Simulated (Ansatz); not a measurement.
# Ba: the cost of one run

Computed with Ansatz 0.2.0 (DFT PBEsol, scalar-relativistic, plane waves, PAW, unless a step's input says otherwise).

### 1 The structure to begin with

Symmetry: Pm-3n, No. 223, cubic system. Conventional cell: a = 8.077 Å, b = 8.077 Å, c = 8.077 Å, α = 90.00°, β = 90.00°, γ = 90.00°. Ba (site symmetry -4m2) has 2 Ba at 4.04 Å as nearest neighbours.

As a file:

```cif
data_structure
_symmetry_space_group_name_H-M 'P 1'
_symmetry_Int_Tables_number 1
_cell_length_a 8.0774
_cell_length_b 8.0774
_cell_length_c 8.0774
_cell_angle_alpha 90.000
_cell_angle_beta 90.000
_cell_angle_gamma 90.000
_cell_volume 527.01
loop_
_atom_site_label
_atom_site_type_symbol
_atom_site_fract_x
_atom_site_fract_y
_atom_site_fract_z
_atom_site_occupancy
Ba1 Ba 0.50000 0.50000 0.50000 1
Ba2 Ba 0.00000 0.00000 0.00000 1
Ba3 Ba 0.25000 0.00000 0.50000 1
Ba4 Ba 0.50000 0.25000 0.00000 1
Ba5 Ba 0.50000 0.75000 0.00000 1
Ba6 Ba 0.75000 0.00000 0.50000 1
Ba7 Ba 0.00000 0.50000 0.75000 1
Ba8 Ba 0.00000 0.50000 0.25000 1
```

This is candidate A: beta-tungsten (A15) type (Pm-3n, No. 223).

(A quick probe on a coarse mesh, which set the mesh and smearing, is not shown.)

### 3 The relaxation (candidate A)

File input.yaml:

```yaml
crystal:
  lattice:
    - [8.0774324986, 0.0, 0.0]
    - [0.0, 8.0774324986, 0.0]
    - [0.0, 0.0, 8.0774324986]
  atoms:
    - { symbol: Ba, position: [0.5, 0.5, 0.5] }
    - { symbol: Ba, position: [0.0, 0.0, 0.0] }
    - { symbol: Ba, position: [0.25, 0.0, 0.5] }
    - { symbol: Ba, position: [0.5, 0.25, 0.0] }
    - { symbol: Ba, position: [0.5, 0.75, 0.0] }
    - { symbol: Ba, position: [0.75, 0.0, 0.5] }
    - { symbol: Ba, position: [0.0, 0.5, 0.75] }
    - { symbol: Ba, position: [0.0, 0.5, 0.25] }
basis:
  ecutwfc: 420
kpoints:
  mp_grid: { grid: [6, 6, 6] }
hamiltonian:
  xc: pbesol
scf:
  occupations: { method: gaussian, width: 0.1 }
output:
  forces: true
  stress: true
  eigenvalues: true
relax:
  adjacent_minimum: "off"
  f_tol: 0.01
  max_steps: 80
  cell: { stress_tol: 0.05 }
```

**Question.** How long does this run take on 1 thread of an x86-64 CPU, shared host, and how much memory does it need?

About 1.8 min, with a peak of 0.88 GiB.
